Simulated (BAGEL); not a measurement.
# RI-MP2/cc-pVDZ (density fitting with qzvpp-jkfit) run of CuNH3F (SMILES [NH3]->[Cu][F])

What is the energy change on altering one bond length of CuNH3F at RI-MP2/cc-pVDZ (density fitting with qzvpp-jkfit)? 

The results are computed with BAGEL 1.2.2.

5 further runs of the same task are left out: 2 that didn't finish, 3 set aside as unsound or not needed.

## 1. The molecule

The species is CuNH3F (6 atoms), meant as a singlet with charge 0. SMILES: `[NH3]->[Cu][F]`. Geometry: a GFN2-xTB relaxation, a rough one for these elements and not checked as a minimum.

Bond lengths: Cu1–N2 1.895 Å, Cu1–F6 1.696 Å, N2–H3 1.016 Å, N2–H4 1.016 Å, N2–H5 1.016 Å. Angles: N2–Cu1–F6 179.3°, Cu1–N2–H3 109.2°, Cu1–N2–H4 108.4°, Cu1–N2–H5 109.0°, H3–N2–H4 110.0°, H3–N2–H5 110.0°, H4–N2–H5 110.1°.

## 2. The energy at RI-MP2/cc-pVDZ (density fitting with qzvpp-jkfit)

The input, calc.json:

```json
{ "bagel" : [

{
  "title" : "molecule",
  "basis" : "cc-pvdz.json",
  "df_basis" : "qzvpp-jkfit",
  "angstrom" : true,
  "geometry" : [
    { "atom" : "Cu", "xyz" : [   -0.013280,    0.006460,   -1.144820 ] },
    { "atom" : "N", "xyz" : [    0.001200,   -0.001310,    0.749820 ] },
    { "atom" : "H", "xyz" : [   -0.406220,    0.864570,    1.090040 ] },
    { "atom" : "H", "xyz" : [    0.964500,   -0.078860,    1.063600 ] },
    { "atom" : "H", "xyz" : [   -0.539400,   -0.794880,    1.082210 ] },
    { "atom" : "F", "xyz" : [   -0.006800,    0.004020,   -2.840840 ] }
  ]
},
{
  "title" : "hf"
},
{
  "title" : "mp2",
  "ncore" : 7
}

]}
```

The basis set cc-pVDZ is read from a file made from the Basis Set Exchange's data (not shown).

Command:

```console
$ BAGEL_NUM_THREADS=1 BAGEL calc.json > calc.out
```

What it wrote:

```text
* using 1 threads per process

  ===============================================================
  ===============================================================

  *** Geometry ***

  { "atom" : "Cu", "xyz" : [     -0.025096,      0.012208,     -2.163396 ] },
  { "atom" : "N", "xyz" : [      0.002268,     -0.002476,      1.416954 ] },
  { "atom" : "H", "xyz" : [     -0.767645,      1.633801,      2.059877 ] },
  { "atom" : "H", "xyz" : [      1.822641,     -0.149024,      2.009913 ] },
  { "atom" : "H", "xyz" : [     -1.019318,     -1.502106,      2.045081 ] },
  { "atom" : "F", "xyz" : [     -0.012850,      0.007597,     -5.368410 ] },

  Number of auxiliary basis functions:      472

  Since a DF basis is specified, we compute 2- and 3-index integrals:
    o Being stored without compression. Storage requirement is 0.028 GB

  Number of basis functions:       86
  Number of electrons      :       48

    * METHOD: MOLECULE                             0.29

  *** RHF ***

  === Nuclear Repulsion ===
   181.8526267963

      * DIIS with orbital gradients will be used.

  === RHF iteration (cc-pvdz.json) ===
      0      -1793.85181549          0.04427296           0.07
      1      -1781.84275472          0.18280937           0.06
      2      -1794.59267677          0.00949184           0.06
      3      -1794.64187375          0.00334512           0.06
      4      -1794.65102555          0.00107932           0.07
      5      -1794.65224196          0.00048399           0.06
      6      -1794.65261384          0.00029852           0.06
      7      -1794.65277392          0.00016466           0.06
      8      -1794.65280342          0.00008470           0.06
      9      -1794.65281265          0.00002600           0.06
     10      -1794.65281349          0.00001381           0.06
     11      -1794.65281369          0.00000701           0.06
     12      -1794.65281372          0.00000184           0.06
     13      -1794.65281372          0.00000125           0.06
     14      -1794.65281373          0.00000069           0.06
     15      -1794.65281373          0.00000028           0.06
     16      -1794.65281373          0.00000010           0.06
     17      -1794.65281373          0.00000005           0.06
     18      -1794.65281373          0.00000003           0.06
     19      -1794.65281373          0.00000001           0.07
    * SCF iteration converged.

    * Permanent dipole moment:
           (   -0.008269,     0.004276,    -3.401197) a.u.

    * METHOD: HF                                   1.55

  *** RHF ***

  === Nuclear Repulsion ===
   181.8526267963

      * DIIS with orbital gradients will be used.

  === RHF iteration (cc-pvdz.json) ===
      0      -1794.65281373          0.00000000           0.06
    * SCF iteration converged.

    * Permanent dipole moment:
           (   -0.008269,     0.004276,    -3.401197) a.u.

  === DF-MP2 calculation ===

    * freezing 7 orbitals
    * 3-index integral transformation done
    * assembly done

      MP2 correlation energy:   -1.0953383476      0.05

      MP2 total energy:       -1795.7481520740

    * METHOD: MP2                                  0.20

  ===============================================================
```

Wall time 2.1 s (1 thread of Arm Neoverse V1, shared host); peak memory 0.12 GiB.

## 3. The distorted shape

The input, job.json:

```json
{ "bagel": [

{
  "title": "molecule",
  "basis": "cc-pvdz.json",
  "df_basis": "qzvpp-jkfit",
  "angstrom": "true",
  "geometry": [
    { "atom": "Cu", "xyz": [   -0.014252,    0.006826,   -0.890456 ] },
    { "atom": "N", "xyz": [    0.000228,   -0.000944,    1.004184 ] },
    { "atom": "H", "xyz": [   -0.407192,    0.864936,    1.344404 ] },
    { "atom": "H", "xyz": [    0.963528,   -0.078494,    1.317964 ] },
    { "atom": "H", "xyz": [   -0.540372,   -0.794514,    1.336574 ] },
    { "atom": "F", "xyz": [   -0.006800,    0.004020,   -2.840840 ] }
  ]
},
{ "title": "hf" },
{ "title": "mp2", "ncore": 7 }

]}
```

The basis set cc-pVDZ is read from a file made from the Basis Set Exchange's data (not shown).

Command:

```console
$ BAGEL_NUM_THREADS=1 BAGEL job.json > job.out
```

What it wrote:

```text
* using 1 threads per process

  ===============================================================
  ===============================================================

  *** Geometry ***

  { "atom" : "Cu", "xyz" : [     -0.026932,      0.012899,     -1.682718 ] },
  { "atom" : "N", "xyz" : [      0.000431,     -0.001784,      1.897633 ] },
  { "atom" : "H", "xyz" : [     -0.769481,      1.634492,      2.540555 ] },
  { "atom" : "H", "xyz" : [      1.820804,     -0.148332,      2.490591 ] },
  { "atom" : "H", "xyz" : [     -1.021155,     -1.501414,      2.525759 ] },
  { "atom" : "F", "xyz" : [     -0.012850,      0.007597,     -5.368410 ] },

  Number of auxiliary basis functions:      472

  Since a DF basis is specified, we compute 2- and 3-index integrals:
    o Being stored without compression. Storage requirement is 0.028 GB

  Number of basis functions:       86
  Number of electrons      :       48

    * METHOD: MOLECULE                             0.29

  *** RHF ***

  === Nuclear Repulsion ===
   170.4134193619

      * DIIS with orbital gradients will be used.

  === RHF iteration (cc-pvdz.json) ===
      0      -1793.85513996          0.04423732           0.06
      1      -1788.72825987          0.15081751           0.06
      2      -1794.60040515          0.00874810           0.06
      3      -1794.64332860          0.00315660           0.06
      4      -1794.64948218          0.00083906           0.06
      5      -1794.65022858          0.00030970           0.06
      6      -1794.65035826          0.00015472           0.06
      7      -1794.65038952          0.00006747           0.06
      8      -1794.65040158          0.00003236           0.06
      9      -1794.65040425          0.00001393           0.06
     10      -1794.65040438          0.00000586           0.06
     11      -1794.65040441          0.00000134           0.06
     12      -1794.65040441          0.00000065           0.06
     13      -1794.65040441          0.00000019           0.06
     14      -1794.65040441          0.00000010           0.06
     15      -1794.65040441          0.00000004           0.06
     16      -1794.65040441          0.00000003           0.06
     17      -1794.65040441          0.00000001           0.06
     18      -1794.65040441          0.00000000           0.06
    * SCF iteration converged.

    * Permanent dipole moment:
           (   -0.005653,     0.003148,    -3.885361) a.u.

    * METHOD: HF                                   1.46

  *** RHF ***

  === Nuclear Repulsion ===
   170.4134193619

      * DIIS with orbital gradients will be used.

  === RHF iteration (cc-pvdz.json) ===
      0      -1794.65040441          0.00000000           0.06
    * SCF iteration converged.

    * Permanent dipole moment:
           (   -0.005653,     0.003148,    -3.885361) a.u.

  === DF-MP2 calculation ===

    * freezing 7 orbitals
    * 3-index integral transformation done
    * assembly done

      MP2 correlation energy:   -1.0829643117      0.06

      MP2 total energy:       -1795.7333687258

    * METHOD: MP2                                  0.20

  ===============================================================
```

It took 2.1 s on 1 thread of Arm Neoverse V1, shared host; peak memory 0.12 GiB.

## 4. What came out

At RI-MP2/cc-pVDZ (density fitting with qzvpp-jkfit), 7 core orbitals frozen:

| quantity | value |
| --- | --- |
| first shape: total energy | -1795.74815 Eh |
| first shape: correlation energy (7 core orbitals frozen) | -1095.3 mEh |
| distorted shape: total energy | -1795.73337 Eh |
| distorted shape: correlation energy (7 core orbitals frozen) | -1083.0 mEh |
| energy change with the Cu1–F6 bond stretched from 1.696 to 1.950 Å | 0.402 eV |

In words: With the Cu1–F6 bond stretched from 1.696 to 1.950 Å the energy rises by 0.40 eV (38.8 kJ/mol). The first shape isn't relaxed at this level, so the change isn't measured from a minimum.
